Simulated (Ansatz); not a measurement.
# H3OSbSeSi, SMILES [SeH][Sb]1[O][SiH2]1: harmonic frequencies at the relaxed geometry

Run with Ansatz 0.2.0, Python API.

Script `freq_h3osbsesi.py`:
```python
"""Harmonic frequencies of H3OSbSeSi at its relaxed geometry."""

import itertools
import warnings

import ansatz
from ase.data import atomic_numbers, covalent_radii
import numpy as np

BASIS_SET = "def2-SVP"
XC = "pbe0"
DISPERSION = "d4"


def main() -> None:
    warnings.simplefilter("ignore", ansatz.DeckWarning)

    mol = (
        ansatz.Crystal.molecule()
        .atom("Se", (-2.3908, 0.1863, -0.0718))
        .atom("Sb", (-0.611, -1.5923, -0.1994))
        .atom("O", (0.699, -0.2679, -1.0147))
        .atom("Si", (1.1915, 0.0034, 0.6465))
        .atom("H", (-1.9708, 0.8062, -1.4443))
        .atom("H", (0.6652, 1.34, 1.079))
        .atom("H", (2.4781, -0.5437, 0.959))
    )

    job = (
        mol.calculation()
        .basis(gaussian=BASIS_SET)
        .functional(XC, dispersion=DISPERSION)
    )
    symbols = [site.symbol for site in mol.cartesian_sites]
    start = np.array([site.position_ang for site in mol.cartesian_sites], dtype=float)
    r = job.relax(force_tolerance=0.003, max_steps=100).run().report
    end = np.array(r["positions_ang"])

    # pairs closer than 1.2 times the sum of covalent radii, before or after
    radius = [covalent_radii[atomic_numbers[s]] for s in symbols]
    span = lambda where, i, j: np.linalg.norm(where[i] - where[j])
    bonded = [(i, j) for i, j in itertools.combinations(range(len(symbols)), 2) if min(span(start, i, j), span(end, i, j)) < 1.2 * (radius[i] + radius[j])]
    print("pair        before    after (A)")
    for i, j in bonded:
        print(f"{symbols[i]}{i}-{symbols[j]}{j}".ljust(10), f"{span(start, i, j):8.4f} {span(end, i, j):8.4f}")

    # frequencies need a stationary point, so they are taken at the relaxed geometry
    minimum = ansatz.Crystal.molecule()
    for symbol, place in zip(symbols, end):
        minimum = minimum.atom(symbol, place.tolist())
    vibrating = minimum.calculation()
    vibrating = vibrating.basis(gaussian=BASIS_SET)
    vibrating = vibrating.functional(XC, dispersion=DISPERSION).phonons(temperatures=(200, 600, 100))
    vib = vibrating.run().report["vibrations"]
    sums = vib["harmonic_sums"]
    modes = [m["omega_inv_cm"] for m in sums["modes_at_gamma"] if m["rigid_motion"] == "no"]
    for number, w in enumerate(modes, start=1):
        print(f"mode {number:2d} {w:9.1f} 1/cm {w / 8065.544 * 1000:8.2f} meV")
    print("imaginary modes:", sum(w < 0 for w in modes), " zero-point energy:", round(sums["zero_point_energy_ev"], 4), "eV")
    print("T (K)   F_vib (eV)   S_vib (meV/K)   C_vib (meV/K)")
    for row in zip(sums["temperatures_k"], sums["vibrational_free_energy_ev"], vib["entropy_ev_per_k"], vib["heat_capacity_ev_per_k"]):
        print(f"{row[0]:6.1f} {row[1]:11.4f} {1000 * row[2]:13.4f} {1000 * row[3]:15.4f}")


if __name__ == "__main__":
    main()
```

```console
$ python freq_h3osbsesi.py
pair        before    after (A)
Se0-Sb1      2.5194   2.5568
Se0-H4       1.5635   1.4736
Sb1-O2       2.0334   2.1267
Sb1-Si3      2.5516   2.4934
O2-Si3       1.7538   1.6597
Si3-H5       1.5002   1.4887
Si3-H6       1.4326   1.4897
mode  1      90.0 1/cm    11.16 meV
mode  2     157.3 1/cm    19.51 meV
mode  3     237.7 1/cm    29.47 meV
mode  4     250.4 1/cm    31.04 meV
mode  5     346.2 1/cm    42.92 meV
mode  6     424.6 1/cm    52.64 meV
mode  7     441.5 1/cm    54.74 meV
mode  8     647.9 1/cm    80.33 meV
mode  9     664.1 1/cm    82.34 meV
mode 10     734.7 1/cm    91.09 meV
mode 11     880.0 1/cm   109.11 meV
mode 12     974.0 1/cm   120.77 meV
mode 13    2242.4 1/cm   278.02 meV
mode 14    2261.4 1/cm   280.38 meV
mode 15    2437.1 1/cm   302.16 meV
imaginary modes: 0  zero-point energy: 0.7928 eV
T (K)   F_vib (eV)   S_vib (meV/K)   C_vib (meV/K)
 200.0      0.7633        0.3741          0.4861
 300.0      0.7140        0.6078          0.6669
 400.0      0.6426        0.8172          0.7864
 500.0      0.5514        1.0020          0.8695
 600.0      0.4429        1.1664          0.9328
```

Caveats:
- The frequencies are harmonic and unscaled, in a modest basis.
- def2 sets replace the cores of elements past krypton by effective core potentials.
- Run time: 5.6 min on 1 thread of Arm Neoverse V1, on a shared host, peak memory 0.35 GiB.
